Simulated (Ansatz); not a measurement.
**CuIr2S4 (Fd-3m): relaxation of cell and ions from a Python script**

What cell does CuIr2S4 (Fd-3m) relax to? Wanted for CuIr2S4 (Fd-3m): a relaxation of cell and ions.

Computed with Ansatz 0.2.0, driven from Python. Level of theory: DFT PBEsol, plane waves, PAW.

### Step 1. The system

The structure is cubic, space group Fd-3m (No. 227). Conventional cell: a = 9.847 Å, b = 9.847 Å, c = 9.847 Å, α = 90.00°, β = 90.00°, γ = 90.00°. Cu (site symmetry -43m) has 4 S at 2.30 Å in its first shell of neighbours. Ir (site symmetry -3m) has 6 S at 2.37 Å in its first shell of neighbours. Around S (site symmetry 3m) lie 1 Cu at 2.30 Å and 3 Ir at 2.37 Å.

Input file cuir2s4.cif:

```cif
data_CuIr2S4
_cell_length_a 6.963163
_cell_length_b 6.963163
_cell_length_c 6.963163
_cell_angle_alpha 60.00000
_cell_angle_beta 60.00000
_cell_angle_gamma 60.00000
_symmetry_space_group_name_H-M 'P 1'
_symmetry_Int_Tables_number 1
loop_
_symmetry_equiv_pos_as_xyz
'x, y, z'
loop_
_atom_site_label
_atom_site_type_symbol
_atom_site_fract_x
_atom_site_fract_y
_atom_site_fract_z
Cu1 Cu    0.000000    0.000000    0.000000
Cu2 Cu    0.250000    0.250000    0.250000
Ir3 Ir    0.625000    0.625000    0.625000
Ir4 Ir    0.125000    0.625000    0.625000
Ir5 Ir    0.625000    0.625000    0.125000
Ir6 Ir    0.625000    0.125000    0.625000
S7 S    0.385000    0.385000    0.385000
S8 S    0.405000    0.865000    0.865000
S9 S    0.385000    0.385000    0.845000
S10 S    0.865000    0.405000    0.865000
S11 S    0.845000    0.385000    0.385000
S12 S    0.865000    0.865000    0.865000
S13 S    0.385000    0.845000    0.385000
S14 S    0.865000    0.865000    0.405000
```

### Step 2. The script

vcrelax_cuir2s4.py reads:

```python
from dataclasses import dataclass
import json

import ansatz as az
from ase.data import atomic_numbers
from ase.io import read
import matplotlib.pyplot as plt
import numpy as np
from pymatgen.core import Structure
import spglib


@dataclass(frozen=True)
class RunConfig:
    functional: str = "pbesol"
    occupations: str = "fermi_dirac"
    kmesh: tuple[int, ...] = (5, 5, 5)
    fmax: float = 0.05


opts = RunConfig()

def edges_and_angles(cell):
    cell = np.asarray(cell)
    a, b, c = np.linalg.norm(cell, axis=1)
    cosines = cell[1] @ cell[2] / (b * c), cell[0] @ cell[2] / (a * c), cell[0] @ cell[1] / (a * b)
    return (a, b, c, *np.degrees(np.arccos(cosines)))


def main() -> None:
    atoms = read("cuir2s4.cif")
    crystal = az.Crystal.from_ase(atoms)

    setup = crystal.calculation()
    setup = setup.pseudopotentials("paw")
    setup = setup.basis(34 * az.Ry)
    setup = setup.functional(opts.functional).occupations(opts.occupations)
    setup = setup.kpoints(mesh=opts.kmesh)
    setup = setup.relax(force_tolerance=opts.fmax, max_steps=40, pressure=30)
    outcome = setup.run(threads=1, backend="cpu", events_out="events.ndjson")
    with open("events.ndjson") as stream:
        events = [json.loads(line) for line in stream]
    steps = [e["data"] for e in events if e["event"] == "relax_step"]
    rep = outcome.report
    print("step   energy (eV)     max comp. (eV/A)   P (GPa)  SCF")
    for s in steps:
        print(f"{s['step']:4d} {s['lagrangian_ev']:15.5f} {s['allowed_force_max_ev_ang']:12.4f} {s['pressure_gpa']:10.3f} {s['n_scf']:5d}")

    first, last = steps[0], steps[-1]
    symbols = [site.symbol for site in outcome.lattice.sites]
    print(f"energy gained {first['lagrangian_ev'] - last['lagrangian_ev']:.4f} eV in {len(steps) - 1} steps")
    for label, vectors in (("before", first["cell_ang"]), ("after", outcome.lattice.cell_ang)):
        print(label, "a b c (A) {:.4f} {:.4f} {:.4f}  angles {:.2f} {:.2f} {:.2f}".format(*edges_and_angles(vectors)), f" V = {abs(np.linalg.det(vectors)):.3f} A^3")
    print("final stress xx yy zz (GPa, compression positive):", np.round(np.diag(rep["stress_gpa"]), 3) + 0.0)

    print("atom   start x y z (A)              end x y z (A)")
    for symbol, a, b in zip(symbols, first["positions_ang"], last["positions_ang"]):
        print(f"{symbol:3s}", " ".join(f"{v:8.4f}" for v in a), "  ", " ".join(f"{v:8.4f}" for v in b))

    print("relaxed fractional positions")
    for site in outcome.lattice.sites:
        print(f"  {site.symbol:2s}", " ".join(f"{v % 1:8.5f}" for v in np.round(site.position_frac, 5)))

    fractions = [site.position_frac for site in outcome.lattice.sites]
    numbers = [atomic_numbers[s] for s in symbols]
    for tolerance in (1e-3, 1e-2, 1e-1):
        print(f"space group at {tolerance} A:", spglib.get_spacegroup((outcome.lattice.cell_ang, fractions, numbers), symprec=tolerance))

    fig, (top, bottom) = plt.subplots(2, 1, sharex=True, figsize=(4.5, 4))
    top.plot([s["lagrangian_ev"] - last["lagrangian_ev"] for s in steps], "o-")
    top.set_ylabel("E - E(final) (eV)")
    bottom.semilogy([max(s["allowed_force_max_ev_ang"], 1e-6) for s in steps], "s-")
    bottom.set(xlabel="step", ylabel="largest force (eV/A)")
    fig.tight_layout()
    fig.savefig("relax.png", dpi=100)

    energy = rep["free_energy_ev"]
    print("F of the CuIr2S4 cell: {:.6f} eV = {:.6f} Ry = {:.6f} Ha".format(energy, energy / 13.605693, energy / 27.211386))
    print("Fermi level {:.4f} eV, {} k-points, {} symmetry operations".format(rep["fermi_energy_ev"], rep["n_kpoints"], rep["n_symmetry_ops"]))

    final = Structure(outcome.lattice.cell_ang, [s.symbol for s in outcome.lattice.sites], [s.position_frac for s in outcome.lattice.sites])
    print(final)


if __name__ == "__main__":
    main()
```

### Step 3. The run

Launch:

```
$ python vcrelax_cuir2s4.py
```

Without the output at hand: what should come out? Wanted: free energy; moves of the relaxation; last largest force component; relaxed conventional cell; space group at the end.

**Answer**, as computed:

| quantity | value |
| --- | --- |
| free energy | -67456.3972 eV (-4818.3141 eV/atom) |
| moves of the relaxation | 4 |
| last largest force component | 0.0012 eV/Å |
| relaxed conventional cell | a = 9.295 Å, b = 9.295 Å, c = 9.295 Å, α = 90.00°, β = 90.00°, γ = 90.00° |
| space group at the end | Fd-3m |

In words: Over 4 moves the cell shrank by 15.9 % in volume under the 30 GPa asked, and the space group stayed Fd-3m. Caveats:
- The run is spin-unpolarised.
- Part of the cell is held or a pressure is applied, so the end point needn't be the zero-pressure lattice.
- At a fixed pressure a relaxation lowers the enthalpy F + PV, while F alone can rise.
- The mesh is modest for a metal, so energies can be off by several to tens of meV an atom and pressures by half a GPa or more; differences at equal mesh fare better.
- The zero of the levels is a convention of the potentials, so an absolute Fermi energy is no work function.
- Energies along a relaxation are free energies. Rows at an unchanged volume are solved on a plane-wave basis chosen afresh for that cell, so the energy jumps there and such rows are no steps of the walk.
- Edges and angles that the script prints are those of the cell as typed, here a primitive one.
- Symmetry holds the cell in this phase, whether or not it is the stable one at this pressure.
- Spin-orbit coupling, which matters for elements this heavy, is left out.
